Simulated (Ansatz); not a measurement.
**CH8B2N2: a ladder of functionals and wavefunction methods**

How much do the methods differ for CH8B2N2? The plan is to run it at one geometry with functionals of several rungs and with coupled cluster. The yardstick is the atomisation energy at the CCSD(T) limit.

Method: functionals in def2-TZVPP, the program's frozen cores in correlated methods; program: Ansatz 0.2.0, Gaussian basis.

The runs, in order: PBE-D4, r2SCAN-D4, PBE0-D4, B3LYP-D4, ωB97X-V, ωB97M-V, B2PLYP; CCSD(T)/def2-TZVPP; MP2/def2-QZVPP; extrapolation to the limit.

## Step 1: The relaxed structure

An earlier PBE0-D4 in a triple-zeta def2 set relaxation fixed the geometry.

SMILES `BNBNC`, 13 atoms, charge 0, spin multiplicity 1.

Atoms are counted from 1 here; the program's logs count them from 0.

Bond lengths: B1–N2 1.402 Å, B1–H6 1.195 Å, B1–H7 1.199 Å, N2–B3 1.452 Å, N2–H8 1.010 Å, B3–N4 1.394 Å, B3–H9 1.200 Å, N4–C5 1.445 Å, N4–H10 1.006 Å, C5–H11 1.095 Å, C5–H12 1.092 Å, C5–H13 1.090 Å. Angles: N2–B1–H6 120.6°, N2–B1–H7 118.9°, H6–B1–H7 120.5°, B1–N2–B3 132.1°, B1–N2–H8 114.7°, B3–N2–H8 112.6°, N2–B3–N4 125.3°, N2–B3–H9 117.8°, N4–B3–H9 116.9°, B3–N4–C5 130.3°, B3–N4–H10 115.9°, C5–N4–H10 113.8°, N4–C5–H11 112.5°, N4–C5–H12 110.1°, N4–C5–H13 110.3°, H11–C5–H12 108.2°, H11–C5–H13 107.6°, H12–C5–H13 108.0°.

## Step 2: PBE-D4 (GGA)

File in.yaml:

```yaml
crystal:
  periodic: [false, false, false]
  atoms:
    - {symbol: B, position_ang: [-0.360825, 0.839436, 1.706839]}
    - {symbol: N, position_ang: [-1.023677, 0.967752, 0.478628]}
    - {symbol: B, position_ang: [-1.024624, 0.143802, -0.716603]}
    - {symbol: N, position_ang: [0.023035, -0.677298, -1.129246]}
    - {symbol: C, position_ang: [1.346325, -0.851857, -0.576695]}
    - {symbol: H, position_ang: [0.418955, -0.048066, 1.887136]}
    - {symbol: H, position_ang: [-0.607440, 1.619438, 2.583142]}
    - {symbol: H, position_ang: [-1.729744, 1.689799, 0.453505]}
    - {symbol: H, position_ang: [-1.994335, 0.184328, -1.423031]}
    - {symbol: H, position_ang: [-0.148496, -1.227077, -1.953762]}
    - {symbol: H, position_ang: [1.394783, -1.675008, 0.143373]}
    - {symbol: H, position_ang: [2.062616, -1.054928, -1.376012]}
    - {symbol: H, position_ang: [1.663827, 0.055080, -0.062473]}
basis:
  gaussian: {orbitals: def2-TZVPP}
hamiltonian: {xc: pbe, dispersion: d4}
output: {forces: true, orbitals: {seedname: orbitals}}
```

On the command line:

```sh
ansatz run in.yaml --threads 4 --pin off --events-out ev --progress --plain --max-ram 10444MiB
```

Further steps of the session: r2SCAN-D4 (meta-GGA); PBE0-D4 (hybrid); B3LYP-D4 (hybrid); ωB97X-V (range-separated); ωB97M-V (range-separated); B2PLYP (double hybrid); CCSD(T) in def2-TZVPP; MP2 in def2-QZVPP.

Q: Predict the results of all the runs planned. Wanted: atomisation energy, CCSD(T)/CBS; farthest; mean size of error, hybrid; mean size of error, range-separated; gap, smallest and largest; T1 diagnostic; triples share of the correlation energy.

**Answer**, as computed:

| quantity | value |
| --- | --- |
| atomisation energy, CCSD(T)/CBS | 4970.4 kJ/mol |
| functionals within 24.9 kJ/mol (0.5 %) | B2PLYP |
| farthest | PBE-D4 (+124.5 kJ/mol) |
| mean size of error, hybrid | 55.6 kJ/mol |
| mean size of error, range-separated | 45.9 kJ/mol |
| gap, smallest and largest | 4.81 eV (PBE-D4), 11.51 eV (ωB97X-V) |
| T1 diagnostic | 0.0130 |
| triples share of the correlation energy | 3.8 % |

PBE-D4 misses by +124.5 kJ/mol. Double hybrids carry the basis error of their MP2 part in triple zeta, and no dispersion term here, so their miss is partly the set-up's. Misses under about 24.9 kJ/mol are within the doubt on the reference itself, which lacks core-valence correlation, relativity and higher excitations. Hartree-Fock recovers 75 % of the binding; the rest is correlation. Orbital gaps span 4.8 to 11.5 eV; exact exchange widens them.
